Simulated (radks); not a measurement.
# Be²⁺ in 2s2: an all-electron calculation

Wanted: eigenvalues, radial structure and energy terms of the beryllium ion Be2+.

The numbers are computed with radks (a radial shooting solver on a logarithmic mesh, Libxc functionals) version 1 (scalar-relativistic Kohn-Sham, LDA (Slater exchange, Perdew-Wang correlation), spin-polarised, spherical densities, finite nucleus), except any that are marked as measured or tabulated.

## Step 1: Starting point

```
element            : beryllium (Z = 4)
charge             : +2
electrons          : 2
configuration      : 2s2
nuclear rms radius : 2.519 fm
```

The outer shells:

Be²⁺
```
2s [↑↓]
```

## Step 2: The calculation

The run's settings:

```text
Z 4
configuration 2s2
relativity scalar-relativistic
functional lda,pw
spin polarised
nucleus finite rms 2.519 fm
c 137.035999084
```

Q: Predict the outcome of this run.

The runs gave:

| quantity | value |
| --- | --- |
| total energy | -3.45743 hartree |
| exchange-correlation share of it | 17.41 % |
| −T/E | 0.9857 |
| highest occupied level | 2s, -34.187 eV |
| most extended occupied level | 2s up, <r> = 1.60 bohr |
| radius at density 0.001 e/bohr³ | 3.07 bohr |
| maxima of the radial density | 2 |

**Reading.** The radial density shows 2 maxima for 1 occupied principal shells. This is not the tabulated ground configuration, so its levels and sizes aren't those of the ground state, and no measured value stands beside it.
